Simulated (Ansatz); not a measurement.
**SiAsNH6 (SMILES N[AsH][SiH3]) at RPA@wB97X/cc-pV(D+d)Z (density fitting with cc-pVTZ-jkfit, aug-cc-pVTZ-rifit for correlation, accuracy low, nuclear model gaussian)**

Aim: the energy change on altering one bond length of SiAsNH6 at RPA@wB97X/cc-pV(D+d)Z (density fitting with cc-pVTZ-jkfit, aug-cc-pVTZ-rifit for correlation, accuracy low, nuclear model gaussian), from 2 runs. 

The calculation is run with Ansatz 0.2.0.

5 further runs of the same task are left out: 2 for a known fault of the program, 2 that didn't finish, 1 set aside as unsound or not needed.

**1. Starting point**

SiAsNH6 has 9 atoms, charge 0, and is taken as a singlet. SMILES: `N[AsH][SiH3]`. The coordinates come from a PBE0-D4/def2-TZVP relaxation. This is one conformer, not always the lowest.

Bond lengths: N1–As2 1.864 Å, As2–Si3 2.365 Å, N1–H4 1.011 Å, N1–H5 1.011 Å, As2–H6 1.537 Å, Si3–H7 1.488 Å, Si3–H8 1.485 Å, Si3–H9 1.489 Å. Some angles: N1–As2–Si3 95.0°, N1–As2–H6 101.5°, Si3–As2–H6 91.9°, As2–N1–H4 110.5°, As2–N1–H5 114.1°, As2–Si3–H7 108.9°, As2–Si3–H8 109.3°, As2–Si3–H9 111.1°, H4–N1–H5 108.7°, H7–Si3–H8 109.3°.

**2. A single-point energy at RPA@wB97X/cc-pV(D+d)Z (density fitting with cc-pVTZ-jkfit, aug-cc-pVTZ-rifit for correlation, accuracy low, nuclear model gaussian)**

File input.yaml:

```yaml
basis:
  gaussian:
    orbitals: cc-pV_D+d_Z.json
    fitting: {mean_field: cc-pVTZ-jkfit, correlation: aug-cc-pVTZ-rifit.json}
    nuclear_model: gaussian
crystal:
  periodic: [false, false, false]
  atoms:
    - symbol: "N"
      position_ang: [-1.101100, 0.719000, -1.145600]
    - symbol: As
      position_ang: [0.735100, 0.438100, -0.988900]
    - symbol: Si
      position_ang: [0.557300, -1.064700, 0.828600]
    - symbol: H
      position_ang: [-1.303700, 1.291400, -1.954300]
    - symbol: H
      position_ang: [-1.525300, 1.144300, -0.332300]
    - symbol: H
      position_ang: [1.144100, 1.592600, -0.059800]
    - symbol: H
      position_ang: [1.889500, -1.194000, 1.477900]
    - symbol: H
      position_ang: [0.123900, -2.393300, 0.326700]
    - symbol: H
      position_ang: [-0.431200, -0.579700, 1.830600]
hamiltonian: {xc: {name: wB97X}}
correlation: {method: rpa, frozen_orbitals: {As: 9, H: 0, "N": 1, Si: 5}}
accuracy: low
scf: {lower_state_search: standard}
```

The basis set cc-pV(D+d)Z is read from a file made from the Basis Set Exchange's data (not shown).

Command:

```
$ ansatz run input.yaml --threads 1 --pin off --max-ram 2610MiB --events-out events.jsonl --progress --plain --runs-dir runs
```

What it wrote:

```text
Warning: RAYON_NUM_THREADS=1 ignored (pool sized by the plan → 1); use --threads N
Functional definition: wB97X
  name "wB97X"
  parameter omega = 0.3/bohr
  parameter cx = 0.157706
  parameter cx1 = 0.726479
  parameter cx2 = 1.04760
  parameter cx3 = -5.70635
  parameter cx4 = 13.2794
  parameter css1 = -4.33879
  parameter css2 = 18.2308
  parameter css3 = -31.7430
  parameter css4 = 17.2901
  parameter cos1 = 2.37031
  parameter cos2 = -11.3995
  parameter cos3 = 6.58405
  parameter cos4 = -3.78132
  exchange = spin_sum(e_x_unif_sr(omega)*poly(b97_u_x, 1 - cx, cx1, cx2, cx3, cx4)) + cx*exact_x_sr(omega)
      + exact_x_lr(omega)
  correlation = spin_sum(e_c_pw_same_spin*poly(b97_u_same, 1, css1, css2, css3, css4))
      + integral(e_c_pw_opposite_spin*poly(b97_u_opposite, 1, cos1, cos2, cos3, cos4))
587 factors; integrals over basis functions are off by at most 8.6e-1 eV
720 factors; integrals over basis functions are off by at most 1.3e2 eV
587 factors; integrals over basis functions are off by at most 3.5e-7 eV
mean field evaluation 1: about -70303.0817 eV, gradient 3.7e1 eV
mean field evaluation 2: about -70303.0829 eV, gradient 3.7e1 eV
mean field evaluation 4: about -70306.0066 eV, gradient 1.9e0 eV
mean field evaluation 8: about -70306.0235 eV, gradient 3.4e-2 eV
mean field evaluation 16: about -70306.0235 eV, gradient 1.3e-5 eV
mean field -70306.02348051 eV, -2583.6987077745 hartree, gradient 3.7e-6 eV, S^2 0.000000; 0 other end points of the search recorded, 0 dependent functions left out
15 core orbitals not correlated: weight in the atoms' cores, before any rotation towards them, 1.000 or more for the frozen orbitals, at most 0.000 for the correlated occupied ones
reference -70233.00967150 eV, -2581.0154997837 hartree; 15, 15 occupied and 64, 64 virtual orbitals, 720 factors
Total energy: -70248.35068355 eV, -2581.5792715783 hartree
```

Run time: 16 s. Hardware: 1 thread of Intel Xeon Platinum 8488C (Sapphire Rapids), shared host.

**3. The distorted shape, same level**

File input.yaml:

```yaml
basis:
  gaussian:
    orbitals: cc-pV_D+d_Z.json
    fitting: {mean_field: cc-pVTZ-jkfit, correlation: aug-cc-pVTZ-rifit.json}
    nuclear_model: gaussian
crystal:
  periodic: [false, false, false]
  atoms:
    - symbol: "N"
      position_ang: [-0.667698, 2.047607, -0.643698]
    - symbol: As
      position_ang: [1.168502, 1.766707, -0.486998]
    - symbol: Si
      position_ang: [0.990702, 0.263907, 1.330502]
    - symbol: H
      position_ang: [-0.870298, 2.620007, -1.452398]
    - symbol: H
      position_ang: [-1.091898, 2.472907, 0.169602]
    - symbol: H
      position_ang: [1.577502, 2.921207, 0.442102]
    - symbol: H
      position_ang: [2.322902, 0.134607, 1.979802]
    - symbol: H
      position_ang: [0.123900, -2.393300, 0.326700]
    - symbol: H
      position_ang: [0.002202, 0.748907, 2.332502]
hamiltonian: {xc: {name: wB97X}}
correlation: {method: rpa, frozen_orbitals: {As: 9, H: 0, "N": 1, Si: 5}}
accuracy: low
scf: {lower_state_search: standard}
```

The basis set cc-pV(D+d)Z is read from a file made from the Basis Set Exchange's data (not shown).

Command:

```
$ ansatz run input.yaml --threads 1 --pin off --max-ram 2610MiB --events-out events.jsonl --progress --plain --runs-dir runs
```

What it wrote (excerpt; [...] marks lines left out):

```text
Warning: RAYON_NUM_THREADS=1 ignored (pool sized by the plan → 1); use --threads N
[... 2 set-up lines as earlier in the session ...]
[...]
      + exact_x_lr(omega)
[...]
      + integral(e_c_pw_opposite_spin*poly(b97_u_opposite, 1, cos1, cos2, cos3, cos4))
587 factors; integrals over basis functions are off by at most 8.6e-1 eV
720 factors; integrals over basis functions are off by at most 1.3e2 eV
587 factors; integrals over basis functions are off by at most 4.0e-7 eV
[...]
mean field -70301.75194460 eV, -2583.5417317249 hartree, gradient 5.3e-6 eV, S^2 0.000000; 0 other end points of the search recorded, 0 dependent functions left out; unrestricted orbitals would lower it
unrestricted determinant -70230.34259383 eV, -2580.9174864873 hartree, S^2 0.8879
15 core orbitals not correlated: weight in the atoms' cores, before any rotation towards them, 1.000 or more for the frozen orbitals, at most 0.000 for the correlated occupied ones
reference -70228.36934548 eV, -2580.8449709480 hartree; 15, 15 occupied and 64, 64 virtual orbitals, 720 factors
Total energy: -70244.11839392 eV, -2581.4237378030 hartree
```

It took 15 s on 1 thread of Intel Xeon Platinum 8488C (Sapphire Rapids), shared host.

**4. Results**

Level: RPA@wB97X/cc-pV(D+d)Z (density fitting with cc-pVTZ-jkfit, aug-cc-pVTZ-rifit for correlation, accuracy low, nuclear model gaussian), 15 core orbitals frozen.

| quantity | value |
| --- | --- |
| first shape: total energy | -2581.57927 Eh |
| first shape: RPA correlation energy (valence) | -563.8 mEh |
| distorted shape: total energy | -2581.42374 Eh |
| distorted shape: RPA correlation energy (valence) | -578.8 mEh |
| energy change with the Si3–H8 bond stretched from 1.485 to 2.970 Å | 4.232 eV |

In words: One bond (distorted shape) is far stretched, which a spin-restricted single reference describes badly; a broken-symmetry solution may lie lower. With the Si3–H8 bond stretched from 1.485 to 2.970 Å the energy rises by 4.23 eV (408 kJ/mol). The first shape isn't relaxed at this level, so the change isn't measured from a minimum. A restricted reference can't describe the breaking bond well at this length. The accuracy setting (first shape) is loose, so the last digits carry no meaning. The restricted solution (distorted shape) is unstable to spin breaking: an unrestricted one lies lower. The accuracy setting (distorted shape) is loose, so the last digits carry no meaning.
